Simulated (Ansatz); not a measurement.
**CH6BNO: ionisation energy by level of theory**

One table from this session's results is given with a row withheld; the runs are named, their logs left out.

The runs use Ansatz 0.2.0, Gaussian basis; unrestricted cation, the program's frozen cores in correlated methods.

Plan: UKS PBE-D4/def2-TZVPP; UKS r2SCAN-D4/def2-TZVPP; UKS PBE0-D4/def2-TZVPP; UKS B3LYP-D4/def2-TZVPP; UKS wB97X-V/def2-TZVPP; UKS wB97M-V/def2-TZVPP; UKS B2PLYP/def2-TZVPP; UHF-CCSD(T)/def2-TZVPP; UHF-MP2/def2-QZVPP; extrapolation to the limit; then −ε(HOMO) from the neutral's earlier runs with LDA (SPW92), PBE-D4, revPBE-D4, BLYP-D4, r2SCAN-D4, B97M-V, PBE0-D4, B3LYP-D4, r2SCANh-D4, r2SCAN0-D4, HSE06-D4, BHLYP-D4, CAM-B3LYP-D4, LC-ωPBE, ωB97X-V, ωB97M-V.

### The geometry

An earlier PBE0-D4 in a triple-zeta def2 set relaxation fixed the geometry.

SMILES `NCBO`, 10 atoms, charge 0, spin multiplicity 1.

Atoms are counted from 1 here; the program's logs count them from 0.

Bond lengths: N1–C2 1.481 Å, N1–H5 1.013 Å, N1–H6 1.014 Å, C2–B3 1.567 Å, C2–H7 1.093 Å, C2–H8 1.093 Å, B3–O4 1.357 Å, B3–H9 1.208 Å, O4–H10 0.960 Å. Angles: C2–N1–H5 110.4°, C2–N1–H6 110.6°, H5–N1–H6 106.8°, N1–C2–B3 107.1°, N1–C2–H7 108.1°, N1–C2–H8 107.9°, B3–C2–H7 113.1°, B3–C2–H8 113.6°, H7–C2–H8 106.9°, C2–B3–O4 119.4°, C2–B3–H9 120.9°, O4–B3–H9 119.4°, B3–O4–H10 113.3°.

Set-up of the first run:

in.yaml reads:

```yaml
crystal:
  periodic: [false, false, false]
  atoms:
    - {symbol: N, position_ang: [-1.414013, -0.250023, -0.623787]}
    - {symbol: C, position_ang: [-0.269685, -0.840125, 0.108160]}
    - {symbol: B, position_ang: [0.692954, 0.337564, 0.484256]}
    - {symbol: O, position_ang: [1.835406, 0.517590, -0.226142]}
    - {symbol: H, position_ang: [-1.090510, 0.234282, -1.453230]}
    - {symbol: H, position_ang: [-1.888645, 0.436993, -0.048894]}
    - {symbol: H, position_ang: [0.199117, -1.587188, -0.538103]}
    - {symbol: H, position_ang: [-0.665973, -1.375033, 0.975499]}
    - {symbol: H, position_ang: [0.378319, 1.154072, 1.316722]}
    - {symbol: H, position_ang: [2.306231, 1.320669, 0.008319]}
basis:
  gaussian: {orbitals: def2-TZVPP}
total_charge: 1
magnetization: {spin_polarized: true, initial_magnetization: 1}
hamiltonian: {xc: pbe, dispersion: d4}
```

Steps of the session up to this table: Cation, UKS PBE-D4/def2-TZVPP; Cation, UKS r2SCAN-D4/def2-TZVPP; Cation, UKS PBE0-D4/def2-TZVPP; Cation, UKS B3LYP-D4/def2-TZVPP; Cation, UKS wB97X-V/def2-TZVPP; Cation, UKS wB97M-V/def2-TZVPP; Cation, UKS B2PLYP (frozen core)/def2-TZVPP; Cation, UHF-CCSD(T)/def2-TZVPP; Cation, UHF-MP2/def2-QZVPP.

One table of the session follows, with a row left open; its other results are not shown here.

It belongs to the step «Ionisation energies side by side». For comparison, −ε(HOMO) of the neutral from earlier runs:

| functional | −ε(HOMO) (eV) |
| --- | --- |
| LDA (SPW92) | 5.33 |
| PBE-D4 | 5.20 |
| revPBE-D4 | 5.15 |
| BLYP-D4 | 5.10 |
| r2SCAN-D4 | ? |
| B97M-V | 5.61 |
| PBE0-D4 | 6.59 |
| B3LYP-D4 | 6.37 |
| r2SCANh-D4 | 5.98 |
| r2SCAN0-D4 | 6.78 |
| HSE06-D4 | 6.19 |
| BHLYP-D4 | 7.95 |
| CAM-B3LYP-D4 | 8.02 |
| LC-ωPBE | 9.37 |
| ωB97X-V | 9.03 |
| ωB97M-V | 8.94 |

**Question.** Estimate the row for r2SCAN-D4.

Worked estimate for «−ε(HOMO) (eV)». Against the share of exact exchange, r2SCANh-D4 (0.1, 5.98), r2SCAN0-D4 (0.25, 6.78) give a slope of 5.33 per unit share; at 0 the line stands at 5.45.

**Answer.** −ε(HOMO) (eV): 5.46. In «−ε(HOMO) (eV)» the line misses by -0.01.
